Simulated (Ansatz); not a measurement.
Write a Python script for Ansatz 0.2.0, Python API that makes a ladder of methods at one geometry of C2H3FSe, SMILES C=C(F)[SeH]. Use (for the species named): MP2, def2-SVP basis, multiplicity 1. The script varies method: mp2, ccsd, ccsd_t.

```xyz
7

C     0.2516   -0.1101    1.0361
C    -0.3190    0.3895   -0.1153
F    -1.5949    0.9328   -0.1402
Se    0.7635    0.3070   -1.7527
H    -0.3653   -0.0166    1.9281
H     1.1980   -0.4819    1.0424
H     0.1272   -1.0887   -2.0441
```

`methods_c2h3fse.py`:
```python
import ansatz as az


def main() -> None:
    geometry_ang = [
        ('C', (0.2516, -0.1101, 1.0361)),
        ('C', (-0.319, 0.3895, -0.1153)),
        ('F', (-1.5949, 0.9328, -0.1402)),
        ('Se', (0.7635, 0.307, -1.7527)),
        ('H', (-0.3653, -0.0166, 1.9281)),
        ('H', (1.198, -0.4819, 1.0424)),
        ('H', (0.1272, -1.0887, -2.0441)),
    ]
    system = az.Crystal.molecule()
    for symbol, xyz in geometry_ang:
        system = system.atom(symbol, xyz)

    job = system.calculation().basis(gaussian='def2-SVP')

    methods = ['mp2', 'ccsd', 'ccsd_t']
    reports = [job.correlation(m).run().report for m in methods]
    print(f'Hartree-Fock reference {reports[0]["reference_energy_ev"] / 27.211386246:.6f} Ha')
    best = reports[-1]['free_energy_ev'] - reports[-1]['reference_energy_ev']
    for method, each in zip(methods, reports):
        gained = each['free_energy_ev'] - each['reference_energy_ev']
        print(f'{method:8s} total {each["free_energy_ev"] / 27.211386246:.6f} Ha  correlation {gained:9.4f} eV  ({100 * gained / best:.1f} % of the last)')


if __name__ == '__main__':
    main()
```

```console
$ python methods_c2h3fse.py
Hartree-Fock reference -2576.259291 Ha
mp2      total -2576.950106 Ha  correlation  -18.7980 eV  (93.5 % of the last)
ccsd     total -2576.976022 Ha  correlation  -19.5033 eV  (97.0 % of the last)
ccsd_t   total -2576.998296 Ha  correlation  -20.1094 eV  (100.0 % of the last)
```

Caveats:
- Total energies depend on the basis set; only differences at equal settings carry meaning.
- The geometry is a force-field or estimated start, not a minimum of this method, and the basis set is short of its limit. A lower total doesn't mark the better method: functionals have no common bound, and MP2 and coupled cluster aren't variational.
- Inner cores stay frozen; a filled d shell under the valence of the heavier atoms is correlated with it.
- Timing: 18 s on 1 thread of Arm Neoverse V1, with other jobs on the host, peak memory 0.37 GiB.
